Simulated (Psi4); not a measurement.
# UB3LYP/def2-TZVPD (density fitting, core potential, sweep point 3) run of SnH2ClO (SMILES [OH][SnH][Cl])

Aim: the vertical electron affinity of SnH2ClO at UB3LYP/def2-TZVPD (density fitting, core potential, sweep point 3), from 2 runs. 

The calculation is run with Psi4 1.11.

4 further runs of the same task are left out: 4 set aside as unsound or not needed.

### 1 The system as given

SnH2ClO: 5 atoms, total charge 0, spin state doublet. As SMILES, `[OH][SnH][Cl]`. The coordinates come from a PBE0-D4/def2-TZVP relaxation. This is one conformer, not always the lowest.

Bond lengths: O1–Sn2 1.964 Å, Sn2–Cl3 2.353 Å, O1–H4 0.962 Å, Sn2–H5 1.737 Å. Angles: O1–Sn2–Cl3 105.0°, O1–Sn2–H5 104.0°, Cl3–Sn2–H5 108.1°, Sn2–O1–H4 113.5°.

### 2 A single-point energy at UB3LYP/def2-TZVPD (density fitting, core potential, sweep point 3)

File input.in:

```
memory 1.6 GB

molecule {
  0 2
  O     -1.283600     0.069700    -0.537300
  Sn     0.678700     0.118800    -0.475700
  Cl     1.263300    -1.237700     1.355600
  H     -1.653300    -0.790500    -0.318200
  H      1.044700     1.766200    -0.065800
  symmetry c1
}

set {
  reference            uks
  puream               true
  scf_type             df
  dft_radial_points    99
  dft_spherical_points 590
  d_convergence        0.0001
  e_convergence        0.0001
  maxiter              150
}

E, wfn = energy("b3lyp/def2-TZVPD", return_wfn=True)
```

Started as:

```bash
$ psi4 -i input.in -o input.out -n 1
```

input.out:

```text
[...]
    !!!  WARNING: ECP capability is in beta. Please check occupations closely.  !!!
[...]
  Running in c1 symmetry.
[...]
  Nuclear repulsion =  175.205929457982222
[...]
  Multiplicity = 2
[...]
  Nalpha       = 25
  Nbeta        = 24
[...]
    Number of basis functions: 160
[...]
   @DF-UKS iter   1:  -750.60590815146156   -9.04874e-01   6.80949e-03 ADIIS/DIIS
[...]
   @DF-UKS iter   8:  -751.10070455695950   -3.27819e-05   1.34829e-05 DIIS
[...]
   @S^2 Observed:                7.543834443E-01
[...]
    Orbital Energies [Eh]
    ---------------------
    Alpha Occupied:
       1A   -101.512187     2A    -19.141087     3A     -9.444836
       4A     -7.204394     5A     -7.199264     6A     -7.198743
       7A     -5.134774     8A     -3.477346     9A     -3.474868
      10A     -3.472419    11A     -1.076657    12A     -1.062103
      13A     -1.058694    14A     -1.056128    15A     -1.055104
      16A     -0.975425    17A     -0.806238    18A     -0.542106
      19A     -0.457484    20A     -0.383300    21A     -0.363032
      22A     -0.349315    23A     -0.326959    24A     -0.320743
      25A     -0.244975
    Alpha Virtual:
[...]
  @DF-UKS Final Energy:  -751.10070455695950
   => Energetics <=
    Nuclear Repulsion Energy =            175.2059294579822222
    One-Electron Energy =               -1466.3229560488562129
    Two-Electron Energy =                 585.0722683450592285
    DFT Exchange-Correlation Energy =     -45.0559463111447300
    Empirical Dispersion Energy =           0.0000000000000000
    VV10 Nonlocal Energy =                  0.0000000000000000
    Total Energy =                       -751.1007045569594993
[...]
 Multipole Moments:
 ------------------------------------------------------------------------------------
     Multipole            Electronic (a.u.)      Nuclear  (a.u.)        Total (a.u.)
 ------------------------------------------------------------------------------------
 L = 1.  Multiply by 2.5417464519 to convert [e a0] to [Debye]
 Dipole X            :          7.8680822           -7.6774618            0.1906203
 Dipole Y            :         17.5700041          -17.4966484            0.0733556
 Dipole Z            :        -25.5514410           24.8941231           -0.6573179
 Magnitude           :                                                    0.6883196
[...]
```

Run time: 14 s. Hardware: 1 thread of Intel Xeon 6975P-C (Granite Rapids), shared host; peak memory 1.3 GiB.

### 3 The singlet anion at the same level

File calc.in:

```
memory 1.6 GB

molecule mol {
  -1 1
  O     -1.283600     0.069700    -0.537300
  Sn     0.678700     0.118800    -0.475700
  Cl     1.263300    -1.237700     1.355600
  H     -1.653300    -0.790500    -0.318200
  H      1.044700     1.766200    -0.065800
  symmetry c1
}

set {
  basis                def2-TZVPD
  puream               true
  scf_type             df
  dft_radial_points    99
  dft_spherical_points 590
  d_convergence        0.0001
  e_convergence        0.0001
}

energy_value, wavefunction = energy("b3lyp", return_wfn=True)
```

Started as:

```bash
$ psi4 -n 1 calc.in calc.out
```

calc.out:

```text
[...]
    !!!  WARNING: ECP capability is in beta. Please check occupations closely.  !!!
[...]
  Running in c1 symmetry.
[...]
  Nuclear repulsion =  175.205929457982222
[...]
  Multiplicity = 1
[...]
  Nalpha       = 25
  Nbeta        = 25
[...]
    Number of basis functions: 160
[...]
   @DF-RKS iter   1:  -750.52638819282174   -8.25355e-01   7.51549e-03 DIIS/ADIIS
[...]
   @DF-RKS iter   8:  -751.18189513878804   -4.62644e-06   8.42748e-06 DIIS
[...]
    Orbital Energies [Eh]
    ---------------------
    Doubly Occupied:
       1A   -101.312840     2A    -18.929234     3A     -9.247018
       4A     -7.004755     5A     -7.001861     6A     -7.001366
       7A     -4.888913     8A     -3.232544     9A     -3.228531
      10A     -3.225881    11A     -0.841219    12A     -0.818126
      13A     -0.811831    14A     -0.811418    15A     -0.808154
      16A     -0.759429    17A     -0.610436    18A     -0.326187
      19A     -0.248420    20A     -0.167701    21A     -0.157476
      22A     -0.149415    23A     -0.132887    24A     -0.127717
      25A     -0.005241
[...]
  @DF-RKS Final Energy:  -751.18189513878804
   => Energetics <=
    Nuclear Repulsion Energy =            175.2059294579822222
    One-Electron Energy =               -1476.9576977879546575
    Two-Electron Energy =                 595.8374107719292851
    DFT Exchange-Correlation Energy =     -45.2675375807448432
    Empirical Dispersion Energy =           0.0000000000000000
    VV10 Nonlocal Energy =                  0.0000000000000000
    Total Energy =                       -751.1818951387880361
[...]
 Multipole Moments:
 ------------------------------------------------------------------------------------
     Multipole            Electronic (a.u.)      Nuclear  (a.u.)        Total (a.u.)
 ------------------------------------------------------------------------------------
 L = 1.  Multiply by 2.5417464519 to convert [e a0] to [Debye]
 Dipole X            :          7.6194181           -7.6774618           -0.0580437
 Dipole Y            :         17.3809757          -17.4966484           -0.1156728
 Dipole Z            :        -25.0758265           24.8941231           -0.1817034
 Magnitude           :                                                    0.2230816
[...]
```

Run time: 9.6 s. Hardware: 1 thread of Intel Xeon 6975P-C (Granite Rapids), shared host; peak memory 1.3 GiB.

### 4 Results

At UB3LYP/def2-TZVPD (density fitting, core potential, sweep point 3):

```
                                                            quantity          value
                                       doublet SnH2ClO: total energy  -751.10070 Eh
                                      doublet SnH2ClO: dipole moment         1.75 D
                 doublet SnH2ClO: HOMO energy (highest over α and β)       -6.67 eV
                  doublet SnH2ClO: LUMO energy (lowest over α and β)       -4.34 eV
                                               doublet SnH2ClO: ⟨S²⟩          0.754
                                         singlet anion: total energy  -751.18190 Eh
                                          singlet anion: HOMO energy       -0.14 eV
                                          singlet anion: LUMO energy        3.32 eV
singlet anion: HOMO–LUMO gap (to an unbound level, set by the basis)        3.46 eV
                   vertical electron affinity (to the singlet anion)       2.209 eV
```

What this shows: At fixed nuclei the extra electron is bound by 2.21 eV (51 kcal/mol).
